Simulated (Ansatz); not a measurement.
# CH6NSn+ (SMILES C[NH][SnH2+]): a rigid scan of the dihedral angle C1–N2–Sn3–H8, part 1 of 3

Aim: the energy along the dihedral angle C1–N2–Sn3–H8, from CCSD(T) and from cheaper methods, relative to the minimum. No other atom is relaxed.

Computed with Ansatz 0.2.0, Gaussian basis. Level: single points in def2-TZVPP.

Levels: PBE-D4, r2SCAN-D4, PBE0-D4, B3LYP-D4, wB97M-V, Hartree-Fock, MP2, CCSD, CCSD(T). The scan takes -169.2, -143.5, -117.8, -92.1, -66.4, -40.7, -15.0°.

Cores are frozen in the correlated methods. Filled d shells of the heavier atoms are correlated. Core potentials replace the inner electrons past krypton, and spin-orbit coupling is left out. B3LYP uses VWN-RPA correlation.

129 further runs of the same task are left out: 129 set aside as unsound or not needed.

**1. Where the work starts**

The minimum, relaxed at PBE0-D4: SMILES `C[NH][SnH2+]`, 9 atoms, charge 1, spin multiplicity 1.

Atoms are counted from 1 here; the program's logs count them from 0.

Bond lengths: C1–N2 1.457 Å, C1–H4 1.092 Å, C1–H5 1.092 Å, C1–H6 1.090 Å, N2–Sn3 1.927 Å, N2–H7 1.012 Å, Sn3–H8 1.677 Å, Sn3–H9 1.678 Å. Angles: N2–C1–H4 110.3°, N2–C1–H5 110.3°, N2–C1–H6 110.6°, H4–C1–H5 108.8°, H4–C1–H6 108.4°, H5–C1–H6 108.4°, C1–N2–Sn3 127.9°, C1–N2–H7 114.0°, Sn3–N2–H7 118.1°, N2–Sn3–H8 115.4°, N2–Sn3–H9 114.3°, H8–Sn3–H9 130.3°.

Geometry (Å):

```
atom     x (Å)     y (Å)     z (Å)
  C1  -0.44312   1.03579  -0.70217
  N2   0.22503  -0.23895  -0.47792
 Sn3   0.43572  -1.18849   1.18508
  H4  -1.27070   0.91072  -1.40387
  H5   0.25966   1.76396  -1.11299
  H6  -0.84092   1.43063   0.23291
  H7   0.61552  -0.65168  -1.31549
  H8   1.26538  -2.64255   1.08361
  H9  -0.24657  -0.41943   2.51083
```

Energies of the minimum (eV), from earlier single points: PBE-D4 -8446.01607, r2SCAN-D4 -8450.01106, PBE0-D4 -8446.49048, B3LYP-D4 -8451.78038, wB97M-V -8446.53386, CCSD(T) -8426.62016.

At the minimum the dihedral angle C1–N2–Sn3–H8 is 180.0°.

**2. C1–N2–Sn3–H8 = -169.2°**

File pbe-tzvpp/in.yaml:

```yaml
crystal:
  periodic: [false, false, false]
  atoms:
    - {symbol: C, position_ang: [-0.443118, 1.035790, -0.702174]}
    - {symbol: N, position_ang: [0.225033, -0.238952, -0.477923]}
    - {symbol: Sn, position_ang: [0.435716, -1.188490, 1.185082]}
    - {symbol: H, position_ang: [-1.270699, 0.910721, -1.403871]}
    - {symbol: H, position_ang: [0.259659, 1.763960, -1.112988]}
    - {symbol: H, position_ang: [-0.840924, 1.430627, 0.232914]}
    - {symbol: H, position_ang: [0.615521, -0.651684, -1.315490]}
    - {symbol: H, position_ang: [1.497303, -2.486268, 1.143464]}
    - {symbol: H, position_ang: [-0.480644, -0.577150, 2.450430]}
basis:
  gaussian: {orbitals: def2-TZVPP}
total_charge: 1
hamiltonian: {xc: pbe, dispersion: d4}
output: {forces: true}
```

r2scan-tzvpp/in.yaml differs from pbe-tzvpp/in.yaml so:

```diff
-hamiltonian: {xc: pbe, dispersion: d4}
+hamiltonian: {xc: r2scan, dispersion: d4}
```

pbe0-tzvpp/in.yaml:

```diff
-hamiltonian: {xc: pbe, dispersion: d4}
-output: {forces: true}
+hamiltonian: {xc: pbe0, dispersion: d4}
+output: {forces: true, orbitals: {seedname: orbitals}}
```

b3lyp-tzvpp/in.yaml:

```diff
-hamiltonian: {xc: pbe, dispersion: d4}
+hamiltonian: {xc: {name: B3LYP}, dispersion: d4}
```

wb97mv-tzvpp/in.yaml:

```diff
-hamiltonian: {xc: pbe, dispersion: d4}
-output: {forces: true}
+hamiltonian: {xc: {name: wB97M-V}}
```

ccsdt-tzvpp/in.yaml:

```diff
-hamiltonian: {xc: pbe, dispersion: d4}
-output: {forces: true}
+correlation: {method: ccsd_t}
```

One command serves all of them, each in its own folder.

Launch:

```bash
$ ansatz run in.yaml --threads 2 --pin off --events-out ev --progress --plain --max-ram 4352MiB
```

pbe-tzvpp printed, shortened:

```text
Functional definition: PBE
  name "PBE"
  cite "Perdew, Burke & Ernzerhof, Phys. Rev. Lett. 77, 3865 (1996) doi:10.1103/PhysRevLett.77.3865"
  parent pbe
[...]
1077 factors; their error is unknown
[...]
mean field -8445.85842105 eV, -310.3795721651 hartree, gradient 1.4e-5 eV, S^2 0.000000; 0 other end points of the search recorded, 0 dependent functions left out
[...]
reference -8445.85846719 eV, -310.3795738608 hartree; 20, 20 occupied and 176, 176 virtual orbitals, 1077 factors
Total energy: -8445.99115003 eV, -310.3844498653 hartree
Atom 0 at    -0.443118     1.035790    -0.702174 Å, force    -0.168984    -0.055579     0.012503 eV/Å
Atom 1 at     0.225033    -0.238952    -0.477923 Å, force    -0.073033     0.267136    -0.226595 eV/Å
Atom 2 at     0.435716    -1.188490     1.185082 Å, force     0.055241    -0.295750     0.455231 eV/Å
Atom 3 at    -1.270699     0.910721    -1.403871 Å, force    -0.167147     0.004641    -0.172867 eV/Å
Atom 4 at     0.259659     1.763960    -1.112988 Å, force     0.158796     0.143114    -0.088940 eV/Å
Atom 5 at    -0.840924     1.430627     0.232914 Å, force    -0.081428     0.090865     0.180993 eV/Å
Atom 6 at     0.615521    -0.651684    -1.315490 Å, force     0.257684    -0.097848    -0.271700 eV/Å
Atom 7 at     1.497303    -2.486268     1.143464 Å, force     0.069464    -0.202723    -0.045991 eV/Å
Atom 8 at    -0.480644    -0.577150     2.450430 Å, force    -0.050593     0.146143     0.157366 eV/Å
Dipole moment:     0.009028     0.032979    -0.121592 e Å
```

Output in r2scan-tzvpp, shortened:

```text
Functional definition: r2SCAN
  name "r2SCAN"
  cite "Furness, Kaplan, Ning, Perdew & Sun, J. Phys. Chem. Lett. 11, 8208 (2020) doi:10.1021/acs.jpclett.0c02405"
  cite "Furness, Kaplan, Ning, Perdew & Sun, J. Phys. Chem. Lett. 11, 9248 (2020) doi:10.1021/acs.jpclett.0c03077"
  parent r2scan
[...]
1077 factors; their error is unknown
[...]
Atom 5 at    -0.840924     1.430627     0.232914 Å, force     0.016237    -0.019072    -0.018192 eV/Å
Atom 6 at     0.615521    -0.651684    -1.315490 Å, force     0.133606     0.047146    -0.016373 eV/Å
Atom 7 at     1.497303    -2.486268     1.143464 Å, force    -0.064319    -0.044299    -0.040286 eV/Å
Atom 8 at    -0.480644    -0.577150     2.450430 Å, force     0.065757     0.069528     0.004956 eV/Å
Dipole moment:     0.015446     0.012794    -0.096076 e Å
```

Log of pbe0-tzvpp, shortened:

```text
Functional definition: PBE0
  name "PBE0"
  cite "Adamo & Barone, J. Chem. Phys. 110, 6158 (1999) doi:10.1063/1.478522"
[... 2 set-up lines as earlier in the session ...]
[...]
1150 factors; their error is unknown
[...]
mean field -8446.35431265 eV, -310.3977958455 hartree, gradient 5.9e-5 eV, S^2 0.000000; 0 other end points of the search recorded, 0 dependent functions left out
[...]
Atom 5 at    -0.840924     1.430627     0.232914 Å, force     0.007471    -0.004324    -0.019584 eV/Å
Atom 6 at     0.615521    -0.651684    -1.315490 Å, force     0.099718     0.074815     0.056348 eV/Å
Atom 7 at     1.497303    -2.486268     1.143464 Å, force    -0.059006    -0.055688    -0.016874 eV/Å
Atom 8 at    -0.480644    -0.577150     2.450430 Å, force     0.065328     0.053257     0.030097 eV/Å
Dipole moment:     0.025488    -0.020842    -0.053462 e Å
```

b3lyp-tzvpp printed, shortened:

```text
Functional definition: B3LYP
  name "B3LYP"
  cite "Stephens, Devlin, Chabalowski & Frisch, J. Phys. Chem. 98, 11623 (1994) doi:10.1021/j100096a001"
  cite "Becke, Phys. Rev. A 38, 3098 (1988) doi:10.1103/PhysRevA.38.3098"
  cite "Lee, Yang & Parr, Phys. Rev. B 37, 785 (1988) doi:10.1103/PhysRevB.37.785"
  cite "Vosko, Wilk & Nusair, Can. J. Phys. 58, 1200 (1980) doi:10.1139/p80-159"
[...]
1121 factors; their error is unknown
[...]
Atom 5 at    -0.840924     1.430627     0.232914 Å, force     0.022055    -0.017106    -0.055142 eV/Å
Atom 6 at     0.615521    -0.651684    -1.315490 Å, force     0.116464     0.059012     0.018356 eV/Å
Atom 7 at     1.497303    -2.486268     1.143464 Å, force    -0.020635    -0.100515    -0.024488 eV/Å
Atom 8 at    -0.480644    -0.577150     2.450430 Å, force     0.031965     0.079986     0.067781 eV/Å
Dipole moment:     0.021165    -0.006336    -0.072540 e Å
```

Output in wb97mv-tzvpp, shortened:

```text
Functional definition: wB97M-V
  name "wB97M-V"
  cite "Mardirossian & Head-Gordon, J. Chem. Phys. 144, 214110 (2016) doi:10.1063/1.4952647"
  cite "Becke, J. Chem. Phys. 107, 8554 (1997) doi:10.1063/1.475007"
  cite "Vydrov & Van Voorhis, J. Chem. Phys. 133, 244103 (2010) doi:10.1063/1.3521275"
  # Of w^i u^j: cxij and so on, Table III.
[...]
  gx(w, u) = 1 - cx + cx01*u + cx10*w
[...]
      + integral(e_c_pw_mod_opposite_spin*gos(b97_w_opposite, b97_u_opposite)) + vv10(b, c)
1121 factors; their error is unknown
279 factors; integrals over basis functions are off by at most 9.4e-6 eV
[...]
mean field -8446.50921236 eV, -310.4034883045 hartree, gradient 8.3e-5 eV, S^2 0.000000; 0 other end points of the search recorded, 0 dependent functions left out
reference -8446.50926739 eV, -310.4034903269 hartree; 20, 20 occupied and 176, 176 virtual orbitals, 1121 factors
Total energy: -8446.50926739 eV, -310.4034903269 hartree
```

Log of ccsdt-tzvpp, shortened:

```text
Functional definition: HF
  name "HF"
  cite "Fock, Z. Phys. 61, 126 (1930) doi:10.1007/BF01340294"
[... 1 set-up line as earlier in the session ...]
[...]
1309 factors; integrals over basis functions are off by at most 9.7e-4 eV
[...]
mean field -8406.19981511 eV, -308.9221452785 hartree, gradient 9.2e-6 eV, S^2 0.000000; 0 other end points of the search recorded, 0 dependent functions left out
6 core orbitals not correlated: weight in the atoms' cores, before any rotation towards them, 1.000 or more for the frozen orbitals, at most 0.000 for the correlated occupied ones
reference -8406.19981511 eV, -308.9221452785 hartree; 14, 14 occupied and 176, 176 virtual orbitals, 1309 factors
second order -19.08592255 eV of doubles, -0.00000000 eV of singles
cycle   1  -19.05111681 eV  change    3.5e-2 eV  update   1.2e-1
[...]
cycle  10  -19.69081762 eV  change    4.7e-6 eV  update   2.2e-5
perturbative correction -0.70321807 eV, -0.0258427874 hartree
Total energy: -8426.59385080 eV, -309.6716122665 hartree
```

They took 2.5 s (pbe-tzvpp), 4.1 s (r2scan-tzvpp), 3.9 s (pbe0-tzvpp), 3.8 s (b3lyp-tzvpp), 7.5 s (wb97mv-tzvpp), 67 s (ccsdt-tzvpp) on 2 threads of AMD EPYC 7R43, shared host; peak memory 2.6 GiB.

**3. C1–N2–Sn3–H8 = -143.5°**

pbe-tzvpp/in.yaml, as its differences from that of step 2:

```diff
@@ -10,4 +10,4 @@
     - {symbol: H, position_ang: [0.615521, -0.651684, -1.315490]}
-    - {symbol: H, position_ang: [1.497303, -2.486268, 1.143464]}
-    - {symbol: H, position_ang: [-0.480644, -0.577150, 2.450430]}
+    - {symbol: H, position_ang: [1.894775, -1.993618, 1.374401]}
+    - {symbol: H, position_ang: [-0.881822, -1.074337, 2.217372]}
 basis:
```

r2scan-tzvpp/in.yaml, as changes to pbe-tzvpp/in.yaml:

```diff
-hamiltonian: {xc: pbe, dispersion: d4}
+hamiltonian: {xc: r2scan, dispersion: d4}
```

pbe0-tzvpp/in.yaml:

```diff
-hamiltonian: {xc: pbe, dispersion: d4}
-output: {forces: true}
+hamiltonian: {xc: pbe0, dispersion: d4}
+output: {forces: true, orbitals: {seedname: orbitals}}
```

b3lyp-tzvpp/in.yaml:

```diff
-hamiltonian: {xc: pbe, dispersion: d4}
+hamiltonian: {xc: {name: B3LYP}, dispersion: d4}
```

wb97mv-tzvpp/in.yaml:

```diff
-hamiltonian: {xc: pbe, dispersion: d4}
-output: {forces: true}
+hamiltonian: {xc: {name: wB97M-V}}
```

ccsdt-tzvpp/in.yaml:

```diff
-hamiltonian: {xc: pbe, dispersion: d4}
-output: {forces: true}
+correlation: {method: ccsd_t}
```

Each run has its own folder and the same command.

Launch:

```bash
$ ansatz run in.yaml --threads 2 --pin off --events-out ev --progress --plain --max-ram 4352MiB
```

Output in pbe-tzvpp, shortened:

```text
[... 4 set-up lines as earlier in the session ...]
[...]
1077 factors; their error is unknown
[...]
mean field -8445.61066418 eV, -310.3704672681 hartree, gradient 1.5e-5 eV, S^2 0.000000; 0 other end points of the search recorded, 0 dependent functions left out
[...]
Atom 5 at    -0.840924     1.430627     0.232914 Å, force    -0.081534     0.113676     0.175497 eV/Å
Atom 6 at     0.615521    -0.651684    -1.315490 Å, force     0.487193     0.049249    -0.222528 eV/Å
Atom 7 at     1.894775    -1.993618     1.374401 Å, force     0.105327    -0.330938    -0.067331 eV/Å
Atom 8 at    -0.881822    -1.074337     2.217372 Å, force    -0.073122     0.238854     0.273689 eV/Å
Dipole moment:     0.020230     0.021470    -0.100807 e Å
```

r2scan-tzvpp printed, shortened:

```text
[... 5 set-up lines as earlier in the session ...]
[...]
1077 factors; their error is unknown
[...]
Atom 5 at    -0.840924     1.430627     0.232914 Å, force     0.011931     0.003760    -0.022124 eV/Å
Atom 6 at     0.615521    -0.651684    -1.315490 Å, force     0.367528     0.197916     0.034171 eV/Å
Atom 7 at     1.894775    -1.993618     1.374401 Å, force    -0.077827    -0.239139    -0.087572 eV/Å
Atom 8 at    -0.881822    -1.074337     2.217372 Å, force     0.093132     0.225145     0.156265 eV/Å
Dipole moment:     0.027512    -0.001554    -0.071730 e Å
```

Output in pbe0-tzvpp, shortened:

```text
[... 5 set-up lines as earlier in the session ...]
[...]
1150 factors; their error is unknown
[...]
mean field -8446.11036575 eV, -310.3888309619 hartree, gradient 6.3e-5 eV, S^2 0.000000; 0 other end points of the search recorded, 0 dependent functions left out
[...]
Atom 5 at    -0.840924     1.430627     0.232914 Å, force     0.001686     0.018906    -0.025634 eV/Å
Atom 6 at     0.615521    -0.651684    -1.315490 Å, force     0.324068     0.218777     0.105533 eV/Å
Atom 7 at     1.894775    -1.993618     1.374401 Å, force    -0.071124    -0.242345    -0.060360 eV/Å
Atom 8 at    -0.881822    -1.074337     2.217372 Å, force     0.091172     0.198785     0.174915 eV/Å
Dipole moment:     0.036807    -0.035966    -0.028915 e Å
```

Log of b3lyp-tzvpp, shortened:

```text
[... 6 set-up lines as earlier in the session ...]
[...]
1121 factors; their error is unknown
[...]
Atom 5 at    -0.840924     1.430627     0.232914 Å, force     0.018094     0.005257    -0.059102 eV/Å
Atom 6 at     0.615521    -0.651684    -1.315490 Å, force     0.345147     0.203871     0.066988 eV/Å
Atom 7 at     1.894775    -1.993618     1.374401 Å, force    -0.018556    -0.270814    -0.061065 eV/Å
Atom 8 at    -0.881822    -1.074337     2.217372 Å, force     0.043749     0.211180     0.205461 eV/Å
Dipole moment:     0.032463    -0.020637    -0.048688 e Å
```

Output in wb97mv-tzvpp, shortened:

```text
[... 5 set-up lines as earlier in the session ...]
  # Of w^i u^j: cxij and so on, Table III.
[...]
  gx(w, u) = 1 - cx + cx01*u + cx10*w
[...]
      + integral(e_c_pw_mod_opposite_spin*gos(b97_w_opposite, b97_u_opposite)) + vv10(b, c)
1121 factors; their error is unknown
279 factors; integrals over basis functions are off by at most 9.8e-6 eV
[...]
mean field -8446.26779917 eV, -310.3946165336 hartree, gradient 4.1e-5 eV, S^2 0.000000; 0 other end points of the search recorded, 0 dependent functions left out
reference -8446.26785457 eV, -310.3946185693 hartree; 20, 20 occupied and 176, 176 virtual orbitals, 1121 factors
Total energy: -8446.26785457 eV, -310.3946185693 hartree
```

ccsdt-tzvpp printed, shortened:

```text
[... 4 set-up lines as earlier in the session ...]
[...]
1309 factors; integrals over basis functions are off by at most 9.8e-4 eV
[...]
mean field -8405.97907354 eV, -308.9140331752 hartree, gradient 1.7e-6 eV, S^2 0.000000; 0 other end points of the search recorded, 0 dependent functions left out
6 core orbitals not correlated: weight in the atoms' cores, before any rotation towards them, 1.000 or more for the frozen orbitals, at most 0.000 for the correlated occupied ones
reference -8405.97907354 eV, -308.9140331752 hartree; 14, 14 occupied and 176, 176 virtual orbitals, 1309 factors
second order -19.03522765 eV of doubles, -0.00000000 eV of singles
cycle   1  -19.02538119 eV  change    9.8e-3 eV  update   1.2e-1
[...]
cycle  10  -19.65909621 eV  change    6.4e-6 eV  update   3.5e-5
perturbative correction -0.69537299 eV, -0.0255544862 hartree
Total energy: -8426.33354274 eV, -309.6620461215 hartree
```

They took 2.4 s (pbe-tzvpp), 4.5 s (r2scan-tzvpp), 4.6 s (pbe0-tzvpp), 4.2 s (b3lyp-tzvpp), 7.5 s (wb97mv-tzvpp), 80 s (ccsdt-tzvpp) on 2 threads of AMD EPYC 7R43, shared host; peak memory 2.6 GiB.

**4. C1–N2–Sn3–H8 = -117.8°**

pbe-tzvpp/in.yaml, as its differences from that of step 3:

```diff
@@ -10,4 +10,4 @@
     - {symbol: H, position_ang: [0.615521, -0.651684, -1.315490]}
-    - {symbol: H, position_ang: [1.894775, -1.993618, 1.374401]}
-    - {symbol: H, position_ang: [-0.881822, -1.074337, 2.217372]}
+    - {symbol: H, position_ang: [2.019152, -1.411867, 1.690811]}
+    - {symbol: H, position_ang: [-1.007385, -1.661464, 1.898044]}
 basis:
```

r2scan-tzvpp/in.yaml, as changes to pbe-tzvpp/in.yaml:

```diff
-hamiltonian: {xc: pbe, dispersion: d4}
+hamiltonian: {xc: r2scan, dispersion: d4}
```

pbe0-tzvpp/in.yaml:

```diff
-hamiltonian: {xc: pbe, dispersion: d4}
-output: {forces: true}
+hamiltonian: {xc: pbe0, dispersion: d4}
+output: {forces: true, orbitals: {seedname: orbitals}}
```

b3lyp-tzvpp/in.yaml:

```diff
-hamiltonian: {xc: pbe, dispersion: d4}
+hamiltonian: {xc: {name: B3LYP}, dispersion: d4}
```

wb97mv-tzvpp/in.yaml:

```diff
-hamiltonian: {xc: pbe, dispersion: d4}
-output: {forces: true}
+hamiltonian: {xc: {name: wB97M-V}}
```

ccsdt-tzvpp/in.yaml:

```diff
-hamiltonian: {xc: pbe, dispersion: d4}
-output: {forces: true}
+correlation: {method: ccsd_t}
```

One command serves all of them, each in its own folder.

Launch:

```bash
$ ansatz run in.yaml --threads 2 --pin off --events-out ev --progress --plain --max-ram 4352MiB
```

Log of pbe-tzvpp, shortened:

```text
[... 4 set-up lines as earlier in the session ...]
[...]
1077 factors; their error is unknown
[...]
mean field -8445.16435277 eV, -310.3540656261 hartree, gradient 1.4e-5 eV, S^2 0.000000; 0 other end points of the search recorded, 0 dependent functions left out
[...]
Atom 5 at    -0.840924     1.430627     0.232914 Å, force    -0.089813     0.154110     0.170471 eV/Å
Atom 6 at     0.615521    -0.651684    -1.315490 Å, force     0.598269     0.136541    -0.175766 eV/Å
Atom 7 at     2.019152    -1.411867     1.690811 Å, force     0.298762    -0.385350    -0.003713 eV/Å
Atom 8 at    -1.007385    -1.661464     1.898044 Å, force    -0.253869     0.197797     0.398407 eV/Å
Dipole moment:     0.037925    -0.021623    -0.042682 e Å
```

r2scan-tzvpp printed, shortened:

```text
[... 5 set-up lines as earlier in the session ...]
[...]
1077 factors; their error is unknown
[...]
Atom 5 at    -0.840924     1.430627     0.232914 Å, force    -0.002025     0.046342    -0.024800 eV/Å
Atom 6 at     0.615521    -0.651684    -1.315490 Å, force     0.460742     0.276132     0.079062 eV/Å
Atom 7 at     2.019152    -1.411867     1.690811 Å, force     0.101267    -0.358727    -0.049005 eV/Å
Atom 8 at    -1.007385    -1.661464     1.898044 Å, force    -0.071939     0.240677     0.322513 eV/Å
Dipole moment:     0.046682    -0.051598    -0.005288 e Å
```

Output in pbe0-tzvpp, shortened:

```text
[... 5 set-up lines as earlier in the session ...]
[...]
1150 factors; their error is unknown
[...]
mean field -8445.68908985 eV, -310.3733493584 hartree, gradient 4.6e-5 eV, S^2 0.000000; 0 other end points of the search recorded, 0 dependent functions left out
[...]
Atom 5 at    -0.840924     1.430627     0.232914 Å, force    -0.013262     0.061840    -0.031040 eV/Å
Atom 6 at     0.615521    -0.651684    -1.315490 Å, force     0.399352     0.283934     0.147165 eV/Å
Atom 7 at     2.019152    -1.411867     1.690811 Å, force     0.099204    -0.347973    -0.016020 eV/Å
Atom 8 at    -1.007385    -1.661464     1.898044 Å, force    -0.063753     0.201675     0.328643 eV/Å
Dipole moment:     0.055084    -0.085121     0.036156 e Å
```

Log of b3lyp-tzvpp, shortened:

```text
[... 6 set-up lines as earlier in the session ...]
[...]
1121 factors; their error is unknown
[...]
Atom 5 at    -0.840924     1.430627     0.232914 Å, force     0.005002     0.046734    -0.061684 eV/Å
Atom 6 at     0.615521    -0.651684    -1.315490 Å, force     0.435724     0.274746     0.108572 eV/Å
Atom 7 at     2.019152    -1.411867     1.690811 Å, force     0.159439    -0.363234    -0.010279 eV/Å
Atom 8 at    -1.007385    -1.661464     1.898044 Å, force    -0.119843     0.202637     0.353900 eV/Å
Dipole moment:     0.050638    -0.068444     0.015418 e Å
```

Output in wb97mv-tzvpp, shortened:

```text
[... 5 set-up lines as earlier in the session ...]
  # Of w^i u^j: cxij and so on, Table III.
[...]
  gx(w, u) = 1 - cx + cx01*u + cx10*w
[...]
      + integral(e_c_pw_mod_opposite_spin*gos(b97_w_opposite, b97_u_opposite)) + vv10(b, c)
1121 factors; their error is unknown
279 factors; integrals over basis functions are off by at most 9.8e-6 eV
[...]
mean field -8445.85840428 eV, -310.3795715487 hartree, gradient 2.5e-5 eV, S^2 0.000000; 0 other end points of the search recorded, 0 dependent functions left out
reference -8445.85846004 eV, -310.3795735981 hartree; 20, 20 occupied and 176, 176 virtual orbitals, 1121 factors
Total energy: -8445.85846004 eV, -310.3795735981 hartree
```

Log of ccsdt-tzvpp, shortened:

```text
[... 4 set-up lines as earlier in the session ...]
[...]
1309 factors; integrals over basis functions are off by at most 9.7e-4 eV
[...]
mean field -8405.63883737 eV, -308.9015297266 hartree, gradient 2.3e-6 eV, S^2 0.000000; 0 other end points of the search recorded, 0 dependent functions left out
6 core orbitals not correlated: weight in the atoms' cores, before any rotation towards them, 1.000 or more for the frozen orbitals, at most 0.000 for the correlated occupied ones
reference -8405.63883737 eV, -308.9015297266 hartree; 14, 14 occupied and 176, 176 virtual orbitals, 1309 factors
second order -18.92158947 eV of doubles, -0.00000000 eV of singles
cycle   1  -18.96632880 eV  change   -4.5e-2 eV  update   1.1e-1
[...]
cycle  11  -19.57256666 eV  change    1.5e-5 eV  update   2.6e-5
perturbative correction -0.67021388 eV, -0.0246299059 hartree
Total energy: -8425.88161791 eV, -309.6454381905 hartree
```

Wall times: 2.5 s (pbe-tzvpp), 4.2 s (r2scan-tzvpp), 4 s (pbe0-tzvpp), 3.9 s (b3lyp-tzvpp), 8.5 s (wb97mv-tzvpp), 80 s (ccsdt-tzvpp) on 2 threads of AMD EPYC 7R43, shared host; peak memory 2.6 GiB.

(Continued in part 2 of 3.)
